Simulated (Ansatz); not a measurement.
Run this with the Ansatz DFT code, driven from Python and show what comes out.

The script reads `POSCAR`:
```text
La3InN
1.0
   5.12750000    0.00000000    0.00000000
   0.00000000    5.12750000    0.00000000
   0.00000000    0.00000000    5.12750000
La In N
3 1 1
Direct
   0.50000000    0.50000000    0.00000000
   0.00000000    0.50000000    0.50000000
   0.50000000    0.00000000    0.50000000
   0.00000000    0.00000000    0.00000000
   0.50000000    0.50000000    0.50000000
```

Script `la3inn.py`:
```python
'''Keys set on an Input object, for La3InN.'''

import warnings

import ansatz
from ase.io import read

warnings.simplefilter('ignore', ansatz.DeckWarning)

atoms = read('POSCAR', format='vasp')
la3inn = ansatz.Crystal.from_ase(atoms)

calc = (
    la3inn.calculation()
    .occupations('Marzari-Vanderbilt')
    .functional('pbesol')
    .kpoints(spacing=0.29)
    .band_table()
)
typed = calc.input()
rows = []
for value in [2, 6, 12]:
    edited = typed.set(ansatz.key.scf.n_extra_bands, value)
    r = ansatz.Session.from_dict(edited).plan().execute().report
    rows.append((value, r['free_energy_ev'], r['n_iterations'], len(r['eigenvalues_ev'][0]) if 'eigenvalues_ev' in r else 0))
for row in rows:
    print('; '.join(f'{name} = {round(v, 4) if isinstance(v, float) else v}' for name, v in zip(['extra bands', 'F eV', 'iterations', 'bands listed'], row)))
```

```console
$ python la3inn.py
extra bands = 2; F eV = -24392.2625; iterations = 7; bands listed = 28
extra bands = 6; F eV = -24392.2625; iterations = 7; bands listed = 32
extra bands = 12; F eV = -24392.2625; iterations = 7; bands listed = 38
```

Notes:
- Absolute energies stand on the zero of these potentials, so only differences at equal settings mean something. A total without «per atom» is that of the whole cell that was run.
- The mesh is modest for a metal, so energies can be off by several to tens of meV an atom and pressures by half a GPa or more; differences at equal mesh fare better.
- The starting cell is as deposited in a crystallographic database; the results hold for this polymorph, which needn't be the stable one.
- Finished in 11 s on 1 thread of Arm Neoverse V2 (shared host), peak memory 0.52 GiB.
